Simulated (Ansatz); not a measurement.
# BGeH7Si: the cost of one run

Computed with Ansatz 0.2.0, Gaussian basis. Level: the settings change from run to run.

**1. The geometry**

The structure was relaxed beforehand with PBE0-D4 in a triple-zeta def2 set.

SMILES `[BH2][GeH2][SiH3]`, 10 atoms, charge 0, spin multiplicity 1.

Atoms are counted from 1 here; the program's logs count them from 0.

Bond lengths: B1–Ge2 2.040 Å, B1–H4 1.194 Å, B1–H5 1.194 Å, Ge2–Si3 2.394 Å, Ge2–H6 1.540 Å, Ge2–H7 1.540 Å, Si3–H8 1.487 Å, Si3–H9 1.487 Å, Si3–H10 1.487 Å. Angles: Ge2–B1–H4 120.6°, Ge2–B1–H5 120.5°, H4–B1–H5 118.8°, B1–Ge2–Si3 105.9°, B1–Ge2–H6 114.2°, B1–Ge2–H7 114.1°, Si3–Ge2–H6 106.8°, Si3–Ge2–H7 106.8°, H6–Ge2–H7 108.4°, Ge2–Si3–H8 110.0°, Ge2–Si3–H9 110.3°, Ge2–Si3–H10 110.3°, H8–Si3–H9 108.8°, H8–Si3–H10 108.8°, H9–Si3–H10 108.6°.

**2. LC-wPBE/ANO-RCC-VTZP**

Input file in.yaml:

```yaml
crystal:
  periodic: [false, false, false]
  atoms:
    - {symbol: B, position_ang: [-1.839176, 0.598849, -0.375972]}
    - {symbol: Ge, position_ang: [0.147276, 0.975459, -0.102858]}
    - {symbol: Si, position_ang: [1.163640, -1.147907, 0.334381]}
    - {symbol: H, position_ang: [-2.587789, 0.578093, 0.554492]}
    - {symbol: H, position_ang: [-2.258717, 0.314464, -1.457451]}
    - {symbol: H, position_ang: [0.459498, 1.876651, 1.106188]}
    - {symbol: H, position_ang: [0.853069, 1.560774, -1.340174]}
    - {symbol: H, position_ang: [2.628666, -0.980172, 0.523932]}
    - {symbol: H, position_ang: [0.586284, -1.751600, 1.564472]}
    - {symbol: H, position_ang: [0.930350, -2.075610, -0.804010]}
basis:
  gaussian: {orbitals: ANO-RCC-VTZP}
hamiltonian: {xc: {name: LC-wPBE}}
```

Launch:

```console
ansatz run in.yaml --threads 2 --pin off --events-out ev --progress --plain --max-ram 4352MiB
```

Q: Estimate wall time and peak memory on 2 threads of Intel Xeon Platinum 8259CL at 2.50GHz, shared host.

About 12 s, with a peak of 0.52 GiB.
